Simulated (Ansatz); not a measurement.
**CH5FOSSi2: up Jacob's ladder to CCSD(T)**

Aim: compute CH5FOSSi2 with functionals from several rungs and with coupled cluster, and see how far each lands from CCSD(T) at the basis-set limit for the atomisation energy.

The runs use Ansatz 0.2.0, Gaussian basis; functionals in def2-TZVPP, the program's frozen cores in correlated methods.

Plan: PBE-D4, r2SCAN-D4, PBE0-D4, B3LYP-D4, ωB97X-V, ωB97M-V, B2PLYP; CCSD(T)/def2-TZVPP; MP2/def2-QZVPP; extrapolation to the limit.

**1. The relaxed structure**

The geometry comes from an earlier relaxation with PBE0-D4 in a triple-zeta def2 set; it is a stationary point, not always the lowest conformer.

SMILES `FC1O[SiH2]S[SiH2]1`, 11 atoms, charge 0, spin multiplicity 1.

Atoms are counted from 1 here; the program's logs count them from 0.

Bond lengths: F1–C2 1.387 Å, C2–O3 1.383 Å, C2–Si6 1.926 Å, C2–H7 1.094 Å, O3–Si4 1.661 Å, Si4–S5 2.141 Å, Si4–H8 1.479 Å, Si4–H9 1.480 Å, S5–Si6 2.134 Å, Si6–H10 1.481 Å, Si6–H11 1.485 Å. Angles: F1–C2–O3 109.4°, F1–C2–Si6 109.1°, F1–C2–H7 106.6°, O3–C2–Si6 109.1°, O3–C2–H7 107.8°, Si6–C2–H7 114.6°, C2–O3–Si4 120.8°, O3–Si4–S5 105.8°, O3–Si4–H8 107.0°, O3–Si4–H9 111.6°, S5–Si4–H8 112.1°, S5–Si4–H9 109.9°, H8–Si4–H9 110.4°, Si4–S5–Si6 91.8°, C2–Si6–S5 101.8°, C2–Si6–H10 112.4°, C2–Si6–H11 109.7°, S5–Si6–H10 110.9° and more.

**2. PBE-D4 (GGA)**

in.yaml reads:

```yaml
crystal:
  periodic: [false, false, false]
  atoms:
    - {symbol: F, position_ang: [1.735331, 0.336548, 1.135993]}
    - {symbol: C, position_ang: [1.066455, -0.509982, 0.264746]}
    - {symbol: O, position_ang: [-0.080009, -0.985213, 0.874183]}
    - {symbol: Si, position_ang: [-1.468005, -0.073030, 0.905142]}
    - {symbol: S, position_ang: [-1.342244, 1.235132, -0.785282]}
    - {symbol: Si, position_ang: [0.578331, 0.471831, -1.318911]}
    - {symbol: H, position_ang: [1.728925, -1.362596, 0.086550]}
    - {symbol: H, position_ang: [-2.606000, -1.011439, 0.798794]}
    - {symbol: H, position_ang: [-1.570194, 0.721116, 2.149970]}
    - {symbol: H, position_ang: [1.521602, 1.575128, -1.613310]}
    - {symbol: H, position_ang: [0.501109, -0.454494, -2.477276]}
basis:
  gaussian: {orbitals: def2-TZVPP}
hamiltonian: {xc: pbe, dispersion: d4}
output: {forces: true, orbitals: {seedname: orbitals}}
```

Command:

```console
$ ansatz run in.yaml --threads 4 --pin off --events-out ev --progress --plain --max-ram 10444MiB
```

Further steps of the session: r2SCAN-D4 (meta-GGA); PBE0-D4 (hybrid); B3LYP-D4 (hybrid); ωB97X-V (range-separated); ωB97M-V (range-separated); B2PLYP (double hybrid); CCSD(T) in def2-TZVPP; MP2 in def2-QZVPP.

Before running them: what should the planned runs give, taken together? Wanted: atomisation energy, CCSD(T)/CBS; farthest; mean size of error, hybrid; mean size of error, range-separated; gap, smallest and largest; T1 diagnostic; triples share of the correlation energy.

The runs gave:

```
                               quantity                                 value
        atomisation energy, CCSD(T)/CBS                        946.4 kcal/mol
functionals within 4.7 kcal/mol (0.5 %)           r2SCAN-D4, PBE0-D4, ωB97M-V
                               farthest               B2PLYP (-17.6 kcal/mol)
             mean size of error, hybrid                          6.0 kcal/mol
    mean size of error, range-separated                          5.4 kcal/mol
              gap, smallest and largest  5.07 eV (PBE-D4), 11.54 eV (ωB97X-V)
                          T1 diagnostic                                0.0130
triples share of the correlation energy                                 3.9 %
```

**Reading.** PBE-D4 is off by +13.1 kcal/mol. Double hybrids carry the basis error of their MP2 part in triple zeta, and no dispersion term here, so their miss is partly the set-up's. Misses under about 4.7 kcal/mol are within the doubt on the reference itself, which lacks core-valence correlation, relativity and higher excitations. Hartree-Fock recovers 71 % of the binding; the rest is correlation. The gap grows from 5.1 to 11.5 eV across the functionals, mostly with the share of exact exchange.
